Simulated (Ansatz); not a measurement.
# GeH₄NO+ (SMILES [NH2][GeH+][OH]): functionals against CCSD(T) at one geometry

An exercise on one series of results from a longer session: the logs are not shown, and one member is left open.

The runs use Ansatz 0.2.0, Gaussian basis; single points in def2-TZVPP.

Correlated methods freeze the cores. Filled d shells of the heavier atoms are correlated.

## The starting structure

SMILES `[NH2][GeH+][OH]`, 7 atoms, charge 1, spin multiplicity 1.

Atoms are counted from 1 here; the program's logs count them from 0.

Bond lengths: N1–Ge2 1.837 Å, N1–H4 1.049 Å, N1–H5 1.085 Å, Ge2–O3 1.473 Å, Ge2–H6 1.248 Å, O3–H7 1.063 Å. Angles: Ge2–N1–H4 125.5°, Ge2–N1–H5 119.3°, H4–N1–H5 115.1°, N1–Ge2–O3 127.0°, N1–Ge2–H6 112.9°, O3–Ge2–H6 119.8°, Ge2–O3–H7 131.9°.

Coordinates:

```xyz
7
charge 1, multiplicity 1
N    -1.16580   -0.31790    0.18400
Ge    0.62530    0.03220    0.39060
O     1.54670    0.56930   -0.62590
H    -1.82870   -0.58090    0.95390
H    -1.59550   -0.31620   -0.81250
H     1.01280   -0.10200    1.56910
H     1.48070    0.62620   -1.68520
```

The first run:

run/in.yaml

```yaml
crystal:
  periodic: [false, false, false]
  atoms:
    - {symbol: N, position_ang: [-1.165800, -0.317900, 0.184000]}
    - {symbol: Ge, position_ang: [0.625300, 0.032200, 0.390600]}
    - {symbol: O, position_ang: [1.546700, 0.569300, -0.625900]}
    - {symbol: H, position_ang: [-1.828700, -0.580900, 0.953900]}
    - {symbol: H, position_ang: [-1.595500, -0.316200, -0.812500]}
    - {symbol: H, position_ang: [1.012800, -0.102000, 1.569100]}
    - {symbol: H, position_ang: [1.480700, 0.626200, -1.685200]}
basis:
  gaussian: {orbitals: def2-TZVPP}
total_charge: 1
correlation: {method: ccsd_t}
output: {forces: true}
```

The command line of these runs was not kept.

Among the steps run: CCSD(T)/def2-TZVPP; PBE0-D4/def2-TZVPP; wB97M-V/def2-TZVPP; r2SCAN-D4/def2-TZVPP; PBE-D4/def2-TZVPP; LC-wPBE/def2-TZVPP; r2SCAN0-D4/def2-TZVPP.

One table of the session follows, with a row left open; its other results are not shown here.

```
    method  RMS force component (eV/Å)  angle to CCSD(T) forces (°)
   CCSD(T)                       5.662                    reference
   PBE0-D4                       5.611                          0.9
   wB97M-V                       5.647                          0.4
 r2SCAN-D4                       5.566                          0.4
    PBE-D4                       5.614                          1.9
   LC-wPBE                       5.586                          1.5
r2SCAN0-D4                           ?                            ?
```

Estimate the missing values for r2SCAN0-D4.

The run gave: RMS force component (eV/Å): 5.580; angle to CCSD(T) forces (°): 1.7. In the column «RMS force component (eV/Å)» it lies between r2SCAN-D4 (5.566) and LC-wPBE (5.586).
